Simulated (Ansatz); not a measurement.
# C2H5NSiZn: a ladder of functionals and wavefunction methods

The task here is to estimate one member of a computed series from the others.

Program: Ansatz 0.2.0, Gaussian basis. Level of theory: functionals in def2-TZVPP, the program's frozen cores in correlated methods. These are calculated values, not measurements.

The runs, in order: PBE-D4, r2SCAN-D4, PBE0-D4, B3LYP-D4, ωB97X-V, ωB97M-V, B2PLYP; CCSD(T)/def2-TZVPP; MP2/def2-QZVPP; extrapolation to the limit.

## The relaxed structure

All runs share one geometry, relaxed beforehand with PBE0-D4 in a triple-zeta def2 set.

SMILES `[SiH3]C1N=[C]1[ZnH]`, 10 atoms, charge 0, spin multiplicity 1.

Atoms are counted from 1 here; the program's logs count them from 0.

Bond lengths: Si1–C2 1.861 Å, Si1–H6 1.490 Å, Si1–H7 1.489 Å, Si1–H8 1.488 Å, C2–N3 1.524 Å, C2–C4 1.489 Å, C2–H9 1.091 Å, N3–C4 1.253 Å, C4–Zn5 1.928 Å, Zn5–H10 1.530 Å. Angles: C2–Si1–H6 110.0°, C2–Si1–H7 109.0°, C2–Si1–H8 112.3°, H6–Si1–H7 108.9°, H6–Si1–H8 107.9°, H7–Si1–H8 108.7°, Si1–C2–N3 119.1°, Si1–C2–C4 122.4°, Si1–C2–H9 117.4°, N3–C2–C4 49.1°, N3–C2–H9 114.0°, C4–C2–H9 116.6°, C2–N3–C4 64.0°, C2–C4–N3 66.9°, C2–C4–Zn5 151.6°, N3–C4–Zn5 141.5°, C4–Zn5–H10 178.7°.

Set-up of the first run:

Input file in.yaml:

```yaml
crystal:
  periodic: [false, false, false]
  atoms:
    - {symbol: Si, position_ang: [-1.347134, -1.019461, 0.361998]}
    - {symbol: C, position_ang: [0.187044, -0.087575, 0.854228]}
    - {symbol: N, position_ang: [1.545651, -0.596895, 0.386790]}
    - {symbol: C, position_ang: [1.142835, 0.462877, -0.146507]}
    - {symbol: Zn, position_ang: [1.655168, 1.782396, -1.456063]}
    - {symbol: H, position_ang: [-2.557718, -0.206961, 0.670435]}
    - {symbol: H, position_ang: [-1.303906, -1.283808, -1.102809]}
    - {symbol: H, position_ang: [-1.472162, -2.318521, 1.077816]}
    - {symbol: H, position_ang: [0.201010, 0.368931, 1.844684]}
    - {symbol: H, position_ang: [2.032310, 2.847917, -2.487773]}
basis:
  gaussian: {orbitals: def2-TZVPP}
hamiltonian: {xc: pbe, dispersion: d4}
output: {forces: true, orbitals: {seedname: orbitals}}
```

Started as:

```
ansatz run in.yaml --threads 2 --pin off --events-out ev --progress --plain --max-ram 31744MiB --backend cpu
```

Steps of the session up to this table: PBE-D4 (GGA); r2SCAN-D4 (meta-GGA); PBE0-D4 (hybrid); B3LYP-D4 (hybrid); ωB97X-V (range-separated); ωB97M-V (range-separated); B2PLYP (double hybrid); CCSD(T) in def2-TZVPP; MP2 in def2-QZVPP.

One of the session's tables, all rows but one given; the rest of the session is left out.

It belongs to the step «Atomisation energies». 

```
            method  atomisation energy (kcal/mol)
            PBE-D4                          796.6
         r2SCAN-D4                          779.4
           PBE0-D4                          779.2
          B3LYP-D4                          773.1
           ωB97X-V                          784.3
           ωB97M-V                          779.4
            B2PLYP                          765.5
     HF/def2-TZVPP                              ?
    MP2/def2-TZVPP                          768.2
   CCSD/def2-TZVPP                          735.2
CCSD(T)/def2-TZVPP                          751.2
           MP2/CBS                          789.8
       CCSD(T)/CBS                          772.8
```

Q: Estimate the row for HF/def2-TZVPP from the others.

**Answer.** atomisation energy (kcal/mol): 529.4. In the column «atomisation energy (kcal/mol)» it is the lowest.

Limits of these values: Free atoms (1 Si, 2 C, 1 N, 1 Zn, 5 H) were run apart at each level; the atomisation energy is their sum less the molecule, without zero-point or spin-orbit terms.
